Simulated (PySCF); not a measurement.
# C2H8FGaO: the cost of one run

Computed with PySCF 2.14.0, with density-fitted response routines of our own, on a single molecule in the gas phase. Atoms are numbered from 0 throughout.

## Step 1: The molecule as given

13 atoms, charge 0, multiplicity 1; geometry from: GFN2-xTB. The atoms were then displaced at random by about 0.01 Å, so the start is not that level's minimum.

Bonds of the start (Å): C0–O1 1.41, O1–C2 1.42, O1–Ga3 2.16, Ga3–F4 1.74, C0–H5 1.11, C0–H6 1.11, C0–H7 1.06, C2–H8 1.09, C2–H9 1.11, C2–H10 1.08, Ga3–H11 1.53, Ga3–H12 1.54.

## Step 2: Relaxing the molecule at PBE0-D3(BJ)/def2-SVP

What the job is given:

```
{"job": {"xc": "PBE0", "basis": "def2-SVP", "d3": "d3bj", "grid": 1, "shake": 0.01, "kind": "geom"}, "charge": 0, "multiplicity": 1}
C     -0.858490    -1.143730    -0.641000
O     -0.176820    -0.102490     0.028760
C     -0.890430     1.128290     0.093100
Ga     1.891910    -0.104750     0.660360
F      2.404240     1.055540    -0.524110
H     -1.805930    -1.356970    -0.110670
H     -1.110150    -0.813240    -1.667320
H     -0.210350    -1.985280    -0.676310
H     -1.803340     1.017080     0.684450
H     -0.213880     1.830250     0.626120
H     -1.098190     1.505690    -0.892510
H      2.214340    -1.568380     0.358360
H      1.662900     0.521080     2.050450
```

Launch:

```sh
> OMP_NUM_THREADS=1 python probes_run.py task.json out
```

The driver reads the jobs from task.json and runs them one after another.

Q: Estimate the wall time and peak memory of this first job on 1 thread of Arm Neoverse V1, shared host.

About 1.9 min, with a peak of 0.54 GiB.
